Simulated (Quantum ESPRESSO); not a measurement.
ZrC:

```
Zr C
1.0
     0.00000   -2.35021   -2.35021
    -2.35021    0.00000   -2.35021
     2.35021    2.35021   -4.70042
Zr C
2 2
Cartesian
  -0.0159 -0.0058 -7.0339
  0.0159 0.0058 -2.3669
  0.0113 0.0063 -4.7101
  2.3389 -0.0063 -7.0409
```

Base run:

| Item | Value |
| --- | --- |
| Program | Quantum ESPRESSO 7.5 |
| Functional | PBE |
| Potentials or basis | SSSP 1.3 efficiency PBE |
| Cutoff | 748 eV |
| Density cutoff | 5987 eV |
| k mesh | 9 × 9 × 5 |
| Occupations | fermi-dirac, width 0.05 eV |
| Spin | no spin polarisation |

Its results: band gap on the k mesh none (metal or under the smearing width); pressure 1.2 GPa; largest force 0.795 eV/Å.

**Question.** The run is repeated on the same cell with these changes: functional from PBE to BLYP; occupations from fermi-dirac, width 0.05 eV to cold, width 0.2 eV. What comes out?

**Answer.** Band gap on the k mesh none (metal or under the smearing width); pressure 8.6 GPa; largest force 0.814 eV/Å.

Caveats: the potentials were made for another functional, which shifts forces and pressure (some runs).

Not every run made on this cell is shown here.
